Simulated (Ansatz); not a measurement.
I need energies of removing a hydrogen of CH5GeN, SMILES [CH2]1[NH][GeH2]1. Use the Ansatz DFT code, driven from Python. Settings (for the species named): B3LYP, def2-SVP basis, multiplicity 1, D3BJ dispersion.

```xyz
8

C    -0.6404    0.3934   -0.5118
N    -0.3248    0.5987    0.8340
Ge    0.5071   -0.9192    0.0126
H    -1.6639    0.1062   -0.6381
H    -0.2645    1.2066   -1.2179
H     0.4057    1.3667    0.8947
H     2.0834   -0.6186   -0.0803
H    -0.0105   -2.1909    0.6510
```

`bde_ch5gen.py`
```python
"""Cost of removing each kind of hydrogen from CH5GeN, fragments frozen."""

import ansatz as az
from ase import Atoms


def energy(molecule, charge=0, unpaired=0):
    calc = (
        molecule.calculation()
        .basis(gaussian="def2-SVP")
        .functional("B3LYP", dispersion="d3bj")
    )
    if charge:
        calc = calc.charge(charge)
    if unpaired:
        calc = calc.spin("collinear", total=unpaired)
    return calc.run(threads=1).report["free_energy_ev"]

def without(molecule, index):
    rest = az.Crystal.molecule()
    for i, site in enumerate(molecule.cartesian_sites):
        if i != index:
            rest = rest.atom(site.symbol, site.position_ang)
    return rest

atoms = Atoms(["C", "N", "Ge", "H", "H", "H", "H", "H"], positions=[
    (-0.6404, 0.3934, -0.5118),
    (-0.3248, 0.5987, 0.834),
    (0.5071, -0.9192, 0.0126),
    (-1.6639, 0.1062, -0.6381),
    (-0.2645, 1.2066, -1.2179),
    (0.4057, 1.3667, 0.8947),
    (2.0834, -0.6186, -0.0803),
    (-0.0105, -2.1909, 0.651),
])
system = az.Crystal.molecule_from_ase(atoms)

whole = energy(system, 0)
hydrogen = energy(az.Crystal.molecule().atom("H", (0, 0, 0)), 0, 1)
print(f"E(molecule) = {whole:.5f} eV, E(H) = {hydrogen:.5f} eV")
for index in [4, 5, 7]:
    radical = energy(without(system, index), 0, 1)
    print(f"H{index}: homolysis {23.060548 * (radical + hydrogen - whole):.1f} kcal/mol")
```

Running `python bde_ch5gen.py` prints:
```text
E(molecule) = -59116.97603 eV, E(H) = -13.63995 eV
H4: homolysis 105.0 kcal/mol
H5: homolysis 98.2 kcal/mol
H7: homolysis 81.5 kcal/mol
```

Caveats:
- Total energies depend on the basis set; only differences at equal settings carry meaning.
- The geometry is a force-field or estimated start, not a minimum of this method, and the basis set is short of its limit. All parts are taken at fixed geometry, without zero-point energy.
- b3lyp holds the VWN-RPA fit, as in Gaussian; the form of ORCA and Turbomole is b3lyp5.
- Finished in 19 s on 1 thread of Arm Neoverse V2 (shared host), peak memory 0.28 GiB.
